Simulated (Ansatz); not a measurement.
# InNH2Cl (SMILES [NH2][In][Cl]) at RPA@PBE0/def2-SVP (core potential)

What is the vertical ionisation energy of InNH2Cl at RPA@PBE0/def2-SVP (core potential)? 

Program for the calculation: Ansatz 0.2.0.

58 further runs of the same task are left out: 58 set aside as unsound or not needed.

## Step 1: The system as given

InNH2Cl has 5 atoms, charge 0, and is taken as a doublet. SMILES: `[NH2][In][Cl]`. Geometry: relaxed at PBE0-D4/def2-TZVP. This is one conformer, not always the lowest.

Bond lengths: N1–In2 2.072 Å, In2–Cl3 2.369 Å, N1–H4 1.015 Å, N1–H5 1.017 Å. Angles: N1–In2–Cl3 113.1°, In2–N1–H4 113.0°, In2–N1–H5 110.3°, H4–N1–H5 107.4°.

## Step 2: The energy at RPA@PBE0/def2-SVP (core potential)

The input, job.yaml:

```yaml
crystal:
  periodic: [false, false, false]
  atoms:
    - {symbol: N, position_ang: [-0.142600, 0.808600, -0.493900]}
    - {symbol: In, position_ang: [-0.411600, -1.217800, -0.153300]}
    - {symbol: Cl, position_ang: [1.391500, -2.211500, 1.018700]}
    - {symbol: H, position_ang: [-0.999700, 1.283800, -0.756700]}
    - {symbol: H, position_ang: [0.212300, 1.263200, 0.343800]}
basis:
  gaussian: {orbitals: def2-SVP}
total_charge: 0
magnetization: {spin_polarized: true, initial_magnetization: 1}
hamiltonian: {xc: {name: PBE0}}
correlation: {method: rpa, frozen_orbitals: {Cl: 5, H: 0, In: 4, "N": 1}}
accuracy: high
```

Launch:

```
ansatz run job.yaml --threads 1 --pin off --max-ram 2610MiB --events-out events.jsonl --progress --plain --runs-dir runs
```

The program printed:

```text
Warning: RAYON_NUM_THREADS=1 ignored (pool sized by the plan → 1); use --threads N
Functional definition: PBE0
  name "PBE0"
  parameter a = 0.25
  parameter kappa = 0.804
  parameter beta = 0.06672455060314922
  exchange = (1 - a)*pbe_x(kappa = kappa, mu = beta*pi^2/3) + a*exact_x
  correlation = pbe_c(beta = beta)
1544 factors; integrals over basis functions are off by at most 3.3e-9 eV
mean field evaluation 1: about -19201.4437 eV, gradient 4.0e1 eV
mean field evaluation 2: about -19201.5318 eV, gradient 4.0e1 eV
mean field evaluation 4: about -19207.7024 eV, gradient 1.3e1 eV
mean field evaluation 8: about -19208.9252 eV, gradient 7.4e-1 eV
mean field evaluation 16: about -19208.9379 eV, gradient 3.2e-3 eV
mean field evaluation 32: about -19195.4548 eV, gradient 1.3e1 eV
mean field -19208.93788033 eV, -705.9154468163 hartree, gradient 4.6e-8 eV, S^2 0.756943; 1 other end points of the search recorded, 0 dependent functions left out
10 core orbitals not correlated: weight in the atoms' cores, before any rotation towards them, 1.000 or more for the frozen orbitals, at most 0.000 for the correlated occupied ones
reference -19160.95823572 eV, -704.1522273987 hartree; 14, 13 occupied and 44, 45 virtual orbitals, 1544 factors
Total energy: -19176.07486870 eV, -704.7077534143 hartree
```

Wall time 18 s (1 thread of Arm Neoverse V1, shared host); peak memory 0.36 GiB.

## Step 3: The singlet cation, same level

The input, run.yaml:

```yaml
crystal:
  periodic: [false, false, false]
  atoms:
    - {symbol: N, position_ang: [-0.142600, 0.808600, -0.493900]}
    - {symbol: In, position_ang: [-0.411600, -1.217800, -0.153300]}
    - {symbol: Cl, position_ang: [1.391500, -2.211500, 1.018700]}
    - {symbol: H, position_ang: [-0.999700, 1.283800, -0.756700]}
    - {symbol: H, position_ang: [0.212300, 1.263200, 0.343800]}
basis:
  gaussian: {orbitals: def2-SVP}
total_charge: 1
hamiltonian: {xc: {name: PBE0}}
correlation: {method: rpa, frozen_orbitals: {Cl: 5, H: 0, In: 4, "N": 1}}
accuracy: high
```

Launch:

```
ansatz run run.yaml --threads 1 --pin off --max-ram 2610MiB --events-out events.jsonl --progress --plain --runs-dir runs
```

The program printed (excerpt; [...] marks lines left out):

```text
Warning: RAYON_NUM_THREADS=1 ignored (pool sized by the plan → 1); use --threads N
[... 2 set-up lines as earlier in the session ...]
[...]
1543 factors; integrals over basis functions are off by at most 3.3e-9 eV
[...]
mean field -19200.49954258 eV, -705.6053436239 hartree, gradient 4.0e-8 eV, S^2 0.000000; 1 other end points of the search recorded, 0 dependent functions left out; unrestricted orbitals would lower it
[...]
unrestricted determinant -19153.81793034 eV, -703.8898260158 hartree, S^2 0.8153
10 core orbitals not correlated: weight in the atoms' cores, before any rotation towards them, 1.000 or more for the frozen orbitals, at most 0.000 for the correlated occupied ones
reference -19152.71401590 eV, -703.8492579085 hartree; 13, 13 occupied and 45, 45 virtual orbitals, 1543 factors
Total energy: -19168.00252135 eV, -704.4111001210 hartree
```

It took 12 s on 1 thread of Arm Neoverse V1, shared host; peak memory 0.25 GiB.

## Step 4: Results

Level: RPA@PBE0/def2-SVP (core potential), 10 core orbitals frozen.

| quantity | value |
| --- | --- |
| doublet InNH2Cl: total energy | -704.70775 Eh |
| doublet InNH2Cl: RPA correlation energy (valence) | -555.5 mEh |
| doublet InNH2Cl: ⟨S²⟩ of the reference determinant | 0.757 |
| singlet cation: total energy | -704.41110 Eh |
| singlet cation: RPA correlation energy (valence) | -561.8 mEh |
| vertical ionisation energy (to the singlet cation) | 8.072 eV |

Removing an electron at fixed nuclei costs 8.07 eV (186 kcal/mol). Only the singlet of the ionised species was computed; a triplet could lie lower. The restricted solution (singlet cation) is unstable to spin breaking: an unrestricted one lies lower.
